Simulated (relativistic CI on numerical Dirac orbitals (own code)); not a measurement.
# Sn²⁺: one ion under different settings

Aim: see what numerical and physical settings do to the SCF, the total energy and the lowest levels of Sn²⁺.

The numbers are computed with relativistic CI on numerical Dirac orbitals (own code) version 3 (Dirac-Coulomb-Breit CI, KLI orbitals optimised for each configuration, model QED (radiative potential, 1s self-energy scaled to tabulated hydrogen-like ionisation energies), numerical settings as typed), except any that are marked as measured or tabulated.

### 1 What is computed

```
ion            : Sn²⁺ (Sn III)
nuclear charge : 50
electrons      : 48
isotope        : A = 120
```

### 2 Usual settings

Input settings:

```ini
atom Sn  Z=50  charge=2  electrons=48
nucleus A=120  rms_radius_fm=4.6519
hamiltonian dirac-coulomb  breit=on  qed=on  c_scale=1
orbitals kli  potential=per-configuration
slater_scale 1
correlation none
mixing on
grid step=0.0125 r_max=67.1
scf mixing=0.4 start=green max_iterations=150 tolerance=2e-08 node_fill=0.05
configurations
  [Kr] 4d10 5s2
  [Kr] 4d10 5s 5p
end
```

The run is started by

```bash
> python run_levels.py task.json out
```

task.json lists these runs, among others, and the program works through them in turn.

### 3 Slater scale 0.5

Settings: those of step 2 with these lines changed.

```diff
@@ -4,3 +4,3 @@
 orbitals kli  potential=per-configuration
-slater_scale 1
+slater_scale 0.5
 correlation none
```

### 4 Iteration limit 30, end of the grid 100.65

Input settings:

```ini
atom Sn  Z=50  charge=2  electrons=48
nucleus A=120  rms_radius_fm=4.6519
hamiltonian dirac-coulomb  breit=on  qed=on  c_scale=1
orbitals kli  potential=per-configuration
slater_scale 1
correlation none
mixing on
grid step=0.0125 r_max=100.65
scf mixing=0.4 start=green max_iterations=30 tolerance=2e-08 node_fill=0.05
configurations
  [Kr] 4d10 5s2
  [Kr] 4d10 5s 5p
end
```

### 5 Breit term off

Input settings:

```ini
atom Sn  Z=50  charge=2  electrons=48
nucleus A=120  rms_radius_fm=4.6519
hamiltonian dirac-coulomb  breit=off  qed=on  c_scale=1
orbitals kli  potential=per-configuration
slater_scale 1
correlation none
mixing on
grid step=0.0125 r_max=67.1
scf mixing=0.4 start=green max_iterations=150 tolerance=2e-08 node_fill=0.05
configurations
  [Kr] 4d10 5s2
  [Kr] 4d10 5s 5p
end
```

### 6 Speed-of-light factor 0.8

Settings: those of step 5 with these lines changed.

```diff
@@ -2,3 +2,3 @@
 nucleus A=120  rms_radius_fm=4.6519
-hamiltonian dirac-coulomb  breit=off  qed=on  c_scale=1
+hamiltonian dirac-coulomb  breit=on  qed=on  c_scale=0.8
 orbitals kli  potential=per-configuration
```

### 7 Node fill 5

Input settings:

```ini
atom Sn  Z=50  charge=2  electrons=48
nucleus A=120  rms_radius_fm=4.6519
hamiltonian dirac-coulomb  breit=on  qed=on  c_scale=1
orbitals kli  potential=per-configuration
slater_scale 1
correlation none
mixing on
grid step=0.0125 r_max=67.1
scf mixing=0.4 start=green max_iterations=64 tolerance=2e-08 node_fill=5
configurations
  [Kr] 4d10 5s2
  [Kr] 4d10 5s 5p
end
```

(Steps that only read results are left out.)

What does the calculation give? Wanted: lowest level, usual settings; total energy; first excitation.

As calculated:

| setting | total energy less usual (Ha) | largest shift of a level among the lowest eight of both runs, same label and place (cm⁻¹) | SCF iterations | time | lowest level | kind of change |
| --- | --- | --- | --- | --- | --- | --- |
| usual | 0 | 0 | 22 | 0.14 s | 5s2 1S0 | - |
| Slater scale 0.5 | 0 | 12900 | 22 | 0.15 s | 5s2 1S0 | model term |
| iteration limit 30, end of the grid 100.65 | 0 | 0 | 22 | 0.15 s | 5s2 1S0 | numerical |
| Breit term off | -4.42 | 51.8 | 22 | 0.14 s | 5s2 1S0 | model term |
| speed-of-light factor 0.8 | -92.8 | 6130 | 23 | 0.15 s | 5s2 1S0 | unphysical constant |
| node fill 5 | 0.596 | 1880 | 26 | 0.16 s | 5s2 1S0 | unsound |

```
                    quantity          value
lowest level, usual settings        5s2 1S0
                total energy  -6168.0017 Ha
            first excitation     42310 cm⁻¹
```

In words: Among the runs whose levels can be followed, they move most under «Slater scale 0.5» (model term), by up to 12900 cm⁻¹. No visible change in the result comes from «iteration limit 30, end of the grid 100.65». Only the listed configurations are in the model. In a near-neutral ion this small CI can misplace whole configurations by 10,000 cm⁻¹ or more.
